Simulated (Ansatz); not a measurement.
What does this script print? It uses Ansatz 0.2.0, Python API.

The script reads `ti3al_ti3al_fm_3m.xyz`:
```text
4
Lattice="0.0 3.231781 3.231781 3.231781 0.0 3.231781 3.231781 3.231781 0.0" Properties=species:S:1:pos:R:3 pbc="T T T"
Ti    4.84767150    4.84767150    4.84767150
Ti    1.61589050    1.61589050    1.61589050
Ti    0.00000000    0.00000000    0.00000000
Al    3.23178100    3.23178100    3.23178100
```

Contents of `ti3al_tial3_pm_3m.vasp`:
```text
TiAl3
1.0
   3.95567125    0.00000000    0.00000000
   0.00000000    3.95567125    0.00000000
   0.00000000    0.00000000    3.95567125
Ti Al
1 3
Direct
   0.00000000    0.00000000    0.00000000
   0.50000000    0.50000000    0.00000000
   0.50000000    0.00000000    0.50000000
   0.00000000    0.50000000    0.50000000
```

`ti3al_ti.cif`
```cif
data_Ti
_cell_length_a 2.950000
_cell_length_b 2.950000
_cell_length_c 4.680000
_cell_angle_alpha 90.00000
_cell_angle_beta 90.00000
_cell_angle_gamma 120.00000
_symmetry_space_group_name_H-M 'P 1'
_symmetry_Int_Tables_number 1
loop_
_symmetry_equiv_pos_as_xyz
'x, y, z'
loop_
_atom_site_label
_atom_site_type_symbol
_atom_site_fract_x
_atom_site_fract_y
_atom_site_fract_z
Ti1 Ti    0.333333    0.666667    0.250000
Ti2 Ti    0.666667    0.333333    0.750000
```

`ti3al_al.vasp`
```text
Al
1.0
   0.00000000    2.02480500    2.02480500
   2.02480500    0.00000000    2.02480500
   2.02480500    2.02480500    0.00000000
Al
1
Direct
   0.00000000    0.00000000    0.00000000
```

The script, `hull_ti3al.py`:
```python
"""Stability of Ti-Al compounds against each other, after relaxing atoms and volume at fixed cell shape."""

from collections import Counter
import warnings

import ansatz as az
from ase.io import read
import numpy as np
from scipy.spatial import ConvexHull


def compute(name, crystal):
    calc = (
        crystal.calculation()
        .functional("pbesol")
        .basis(500)
        .kpoints(spacing=0.39)
        .occupations("gaussian", width=0.1)
    )
    calc = calc.relax(force_tolerance=0.02, fix_cell=["shape"])
    return calc.run(threads=1)


def counts(outcome):
    return Counter(site.symbol for site in outcome.lattice.sites)

def formation_energy(outcome, mu):
    n = counts(outcome)
    return (outcome.report["energy_sigma0_ev"] - sum(k * mu[element] for element, k in n.items())) / sum(n.values())


def main() -> None:
    warnings.simplefilter("ignore")

    phases = {}
    ti3al_fm_3m = az.Crystal.from_extxyz("ti3al_ti3al_fm_3m.xyz")
    phases["Ti3Al Fm-3m"] = ti3al_fm_3m
    atoms = read("ti3al_tial3_pm_3m.vasp", format="vasp")
    tial3_pm_3m = az.Crystal.from_ase(atoms)
    phases["TiAl3 Pm-3m"] = tial3_pm_3m
    atoms = read("ti3al_ti.cif")
    ti = az.Crystal.from_ase(atoms)
    phases["Ti"] = ti
    atoms = read("ti3al_al.vasp", format="vasp")
    al = az.Crystal.from_ase(atoms)
    phases["Al"] = al

    done = {name: compute(name, crystal) for name, crystal in phases.items()}

    # chemical potentials of the elements at zero temperature
    references = {"Ti": "Ti", "Al": "Al"}
    mu = {element: done[name].report["energy_sigma0_ev"] / len(done[name].lattice.sites) for element, name in references.items()}
    points = sorted((counts(o)["Al"] / len(o.lattice.sites), formation_energy(o, mu), name) for name, o in done.items())

    xy = np.array([(x, e) for x, e, _ in points] + [(0.5, 10.0)])
    hull = sorted(tuple(xy[i]) for i in ConvexHull(xy).vertices if xy[i, 1] < 5)
    rows = [(name, x, e, e - np.interp(x, *zip(*hull))) for x, e, name in points]
    print("     phase       x(Al)  E_form (eV/atom)  above hull (eV/atom)")
    for row in rows:
        print(f"{str(row[0]):>10}  {row[1]:10.3f}  {row[2]:16.4f}  {row[3]:20.4f}")
    print("on the hull of these phases:", ", ".join(row[0] for row in rows if row[3] < 1e-6))


if __name__ == "__main__":
    main()
```

```console
$ python hull_ti3al.py
     phase       x(Al)  E_form (eV/atom)  above hull (eV/atom)
        Ti       0.000            0.0000                0.0000
Ti3Al Fm-3m       0.250           -0.1294                0.0000
TiAl3 Pm-3m       0.750           -0.3458                0.0000
        Al       1.000            0.0000                0.0000
on the hull of these phases: Ti, Ti3Al Fm-3m, TiAl3 Pm-3m, Al
```

Caveats:
- These settings explore the input space; cutoff and mesh may be short of convergence.
- Atoms and volume are relaxed with the cell's shape held, which in cells of lower than cubic symmetry can hide stresses and shift volumes.
- The cells come from databases of deposited and of computed structures, and not all need be stable phases.
- Differences under about 40 meV an atom lie within the error of mesh and functional, so such verdicts may flip; only the cells listed enter the hull.
- Hardware and time: 19 s on 1 thread of Arm Neoverse V1, with other jobs on the host, peak memory 0.47 GiB.
